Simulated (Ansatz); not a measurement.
# Isostructural HfOs3, HfIr3, HfPt3: table of trends in Python

Wanted for isostructural HfOs3, HfIr3, HfPt3: a table of trends.

Computed with Ansatz 0.2.0, driven from Python. Level of theory: DFT r2SCAN, plane waves, PAW.

**1. The structure**

HfOs3 Pm-3m: It takes space group Pm-3m (No. 221, cubic). The conventional cell has a = 3.974 Å, b = 3.974 Å, c = 3.974 Å, α = 90.00°, β = 90.00°, γ = 90.00°. Around Hf (site symmetry m-3m) lie 12 Os at 2.81 Å. Os (site symmetry 4/mmm) is surrounded by 4 Hf at 2.81 Å and 8 Os at 2.81 Å.

HfIr3 Pm-3m: It takes space group Pm-3m (No. 221, cubic). Conventional cell: a = 3.926 Å, b = 3.926 Å, c = 3.926 Å, α = 90.00°, β = 90.00°, γ = 90.00°. Around Hf (site symmetry m-3m) lie 12 Ir at 2.78 Å. Ir (site symmetry 4/mmm) has 8 Ir at 2.78 Å and 4 Hf at 2.78 Å as nearest neighbours.

HfPt3 Pm-3m: Symmetry: Pm-3m, No. 221, cubic system. Conventional cell: a = 4.002 Å, b = 4.002 Å, c = 4.002 Å, α = 90.00°, β = 90.00°, γ = 90.00°. Around Hf (site symmetry m-3m) lie 12 Pt at 2.83 Å. Around Pt (site symmetry 4/mmm) lie 4 Hf at 2.83 Å and 8 Pt at 2.83 Å.

The script holds or builds the structure itself.

**2. The code**

Input file hfos3.py:

```python
import warnings

import ansatz as az
from ase import Atoms
import matplotlib.pyplot as plt
import numpy as np


def ground_state(name, crystal, relax=True):
    calc = (
        crystal.calculation()
        .functional("r2SCAN")
        .basis(650)
        .kpoints(spacing=0.27)
        .occupations("fermi_dirac", width=0.1)
        .stress()
        .band_table()
    )
    if relax:
        calc = calc.relax(force_tolerance=0.03, cell=True)
    return calc.run()

def bulk_modulus(name, outcome, step=0.02):
    # B = -V dP/dV from the pressures of two uniformly scaled cells, atoms held at their fractions
    pressure = []
    for factor in (1 - step, 1.0, 1 + step):
        cell = az.Crystal(lattice=az.Lattice.of(outcome.lattice.cell_ang * factor ** (1 / 3)))
        for site in outcome.report["lattice"]["sites"]:
            cell = cell.atom(site["symbol"], site["position_frac"])
        pressure.append(np.trace(ground_state(name, cell, relax=False).report["stress_gpa"]) / 3)
    slope, bend = (pressure[0] - pressure[2]) / (2 * step), abs(pressure[0] + pressure[2] - 2 * pressure[1])
    # a jump of mesh or basis between the cells shows as a kink: no modulus then
    return float(slope) if bend < 12 * step**2 * abs(slope) + 0.15 and abs(pressure[1]) < 1.5 else float("nan")


def volume_per_atom(outcome):
    return abs(np.linalg.det(outcome.lattice.cell_ang)) / len(outcome.lattice.sites)


def main() -> None:
    warnings.simplefilter("ignore")

    phases = {}
    hfos3 = (
        az.Lattice.of([3.973561, 0.0, 0.0], [0.0, 3.973561, 0.0], [0.0, 0.0, 3.973561])
        .atom("Hf", [0.0, 0.0, 0.0])
        .atom("Os", [0.5, 0.5, 0.0])
        .atom("Os", [0.5, 0.0, 0.5])
        .atom("Os", [0.0, 0.5, 0.5])
    )
    phases["HfOs3"] = hfos3
    hfir3 = (
        az.Lattice.cubic(3.926)
        .space_group(221)
        .atom("Hf", [0.0, 0.0, 0.0])
        .atom("Ir", [0.0, 0.5, 0.5])
    )
    phases["HfIr3"] = hfir3
    atoms = Atoms(
        ["Hf", "Pt", "Pt", "Pt"],
        scaled_positions=[
            [0.0, 0.0, 0.0],
            [0.5, 0.5, 0.0],
            [0.5, 0.0, 0.5],
            [0.0, 0.5, 0.5],
        ],
        cell=[
            [4.00245, 0.0, 0.0],
            [0.0, 4.00245, 0.0],
            [0.0, 0.0, 4.00245],
        ],
        pbc=True,
    )
    hfpt3 = az.Crystal.from_ase(atoms)
    phases["HfPt3"] = hfpt3

    done = {}
    for name, crystal in phases.items():
        try:
            done[name] = ground_state(name, crystal)
        except az.NonConvergedError as error:
            print(name, "did not converge:", str(error)[:120])

    rows = [(name, volume_per_atom(o), bulk_modulus(name, o)) for name, o in done.items()]
    print("  compound  V (A^3/atom)     B (GPa)")
    for row in rows:
        print(f"{str(row[0]):>10}  {row[1]:12.3f}  {row[2]:10.0f}")
    plt.figure(figsize=(4.5, 3))
    plt.bar([row[0] for row in rows], [row[2] for row in rows])
    plt.ylabel("B (GPa)")
    plt.tight_layout()
    plt.savefig("trend.png", dpi=100)


if __name__ == "__main__":
    main()
```

**3. The calls as engine input**

The package turns the script's settings into the engine's input (first run):

```yaml
crystal:
  lattice:
    - [3.973561, 0.0, 0.0]
    - [0.0, 3.973561, 0.0]
    - [0.0, 0.0, 3.973561]
  atoms:
    - { symbol: Hf, position: [0.0, 0.0, 0.0] }
    - { symbol: Os, position: [0.5, 0.5, 0.0] }
    - { symbol: Os, position: [0.5, 0.0, 0.5] }
    - { symbol: Os, position: [0.0, 0.5, 0.5] }
basis:
  ecutwfc: 650.0
kpoints:
  mp_grid:
    kspacing: 0.27
hamiltonian:
  xc: r2scan
scf:
  occupations:
    method: fermi_dirac
    width: 0.1
relax:
  f_tol: 0.03
  cell: {}
output:
  stress: true
  eigenvalues: true
```

**4. The run**

Launch:

```bash
$ python hfos3.py
```

What it wrote:

```text
  compound  V (A^3/atom)     B (GPa)
     HfOs3        15.445         305
     HfIr3        15.326         299
     HfPt3        16.079         252
```

Run time: 5.1 min. Hardware: 1 thread of Arm Neoverse V1, shared host; peak memory 0.72 GiB.

**5. What each run gave**

One row for each of the 12 runs:

```
run   kind of run           system  energy (eV/atom)  final volume (Å³/atom)  pressure (GPa)  SCF cycles in all  CPU time (s)
  1    relaxation  HfOs3 (4 atoms)       -12481.5955                   15.45            0.01                 38            65
  2    relaxation  HfIr3 (4 atoms)       -12895.6699                   15.33            0.00                 38            68
  3    relaxation  HfPt3 (4 atoms)       -13337.0031                   16.08           -0.01                 27            53
  4  single point  HfOs3 (4 atoms)       -12481.5894                   15.14            6.44                  8            13
  5  single point  HfOs3 (4 atoms)       -12481.5955                   15.45            0.01                  8            12
  6  single point  HfOs3 (4 atoms)       -12481.5899                   15.75           -5.76                  8            12
  7  single point  HfIr3 (4 atoms)       -12895.6640                   15.02            6.33                  8            13
  8  single point  HfIr3 (4 atoms)       -12895.6699                   15.33            0.00                  8            13
  9  single point  HfIr3 (4 atoms)       -12895.6644                   15.63           -5.65                  8            13
 10  single point  HfPt3 (4 atoms)       -13336.9979                   15.76            5.32                  8            13
 11  single point  HfPt3 (4 atoms)       -13337.0031                   16.08           -0.01                  8            13
 12  single point  HfPt3 (4 atoms)       -13336.9982                   16.40           -4.75                  8            16
```

Energies are free energies F = E - TS of the smeared occupations. Totals carry meaning only in balanced differences at one level of theory.

**6. How the relaxation of run 1 went**

Relaxation path:

```
step  energy from step 1 (eV/cell)  largest force component (eV/Å)  pressure (GPa)  volume (Å³)
   1                        0.0000                          0.0000           -4.51        62.74
   2                        0.0985                          0.0000           14.43        59.18
   3                       -0.0138                          0.0000           -0.34        61.85
   4                       -0.0138                          0.0000            0.01        61.78
   5                       -0.0137                          0.0000            0.01        61.78
```

Step 1 is the start. Step 5 repeats the geometry before it on a plane-wave basis chosen anew for that cell, so its energy need not be comparable with the rows above. Step 2 was tried and not accepted.

|  | before | after | change |
| --- | --- | --- | --- |
| a (Å) | 3.974 | 3.953 | -0.5 % |
| b (Å) | 3.974 | 3.953 | -0.5 % |
| c (Å) | 3.974 | 3.953 | -0.5 % |
| volume (Å³/atom) | 15.68 | 15.45 | -1.5 % |
| shortest distance (Å) | 2.810 | 2.795 | -0.5 % |
| space group (0.01 Å) | Pm-3m | Pm-3m | same |

The run keeps the 48 symmetry operations of the start, so it could not have lowered the symmetry.

**7. How the relaxation of run 2 went**

Relaxation path:

```csv
step,E - E(step 1) (eV/cell),largest force component (eV/Å),pressure (GPa),volume (Å³)
1,0.0000,0.0000,3.99,60.51
2,0.0404,0.0000,-8.32,63.16
3,-0.0095,0.0000,-0.22,61.35
4,-0.0096,0.0000,0.00,61.30
5,-0.0097,0.0000,0.00,61.30
```

Step 1 is the start. Step 5 repeats the geometry before it on a plane-wave basis chosen anew for that cell, so its energy need not be comparable with the rows above. Step 2 was tried and not accepted.

|  | before | after | change |
| --- | --- | --- | --- |
| a (Å) | 3.926 | 3.943 | +0.4 % |
| b (Å) | 3.926 | 3.943 | +0.4 % |
| c (Å) | 3.926 | 3.943 | +0.4 % |
| volume (Å³/atom) | 15.13 | 15.33 | +1.3 % |
| shortest distance (Å) | 2.776 | 2.788 | +0.4 % |
| space group (0.01 Å) | Pm-3m | Pm-3m | same |

The run keeps the 48 symmetry operations of the start, so it could not have lowered the symmetry.

**8. Outcome**

```
                                  quantity                 value
                             runs compared                    12
HfOs3 (run 1): relaxed volume, space group  15.45 Å³/atom, Pm-3m
HfIr3 (run 2): relaxed volume, space group  15.33 Å³/atom, Pm-3m
HfPt3 (run 3): relaxed volume, space group  16.08 Å³/atom, Pm-3m
```

By relaxed volume an atom the order is HfIr3 (run 2) < HfOs3 (run 1) < HfPt3 (run 3). In CPU time, run 2 cost about 5.5 times as much as run 5. In run 1, over 2 moves the cell shrank by 1.5 % in volume, and the space group stayed Pm-3m. In run 2, the volume grew by 1.3 % over 2 moves, and the space group stayed Pm-3m. What to keep in mind:
- No spin polarisation was allowed.
- For the metals among these cells the mesh is coarse, so their volumes and pressures are rough.
- Pressure is positive in compression.
- Spin-orbit coupling, which matters for elements this heavy, is left out.
- Some members of the series are computed structures and not known phases.
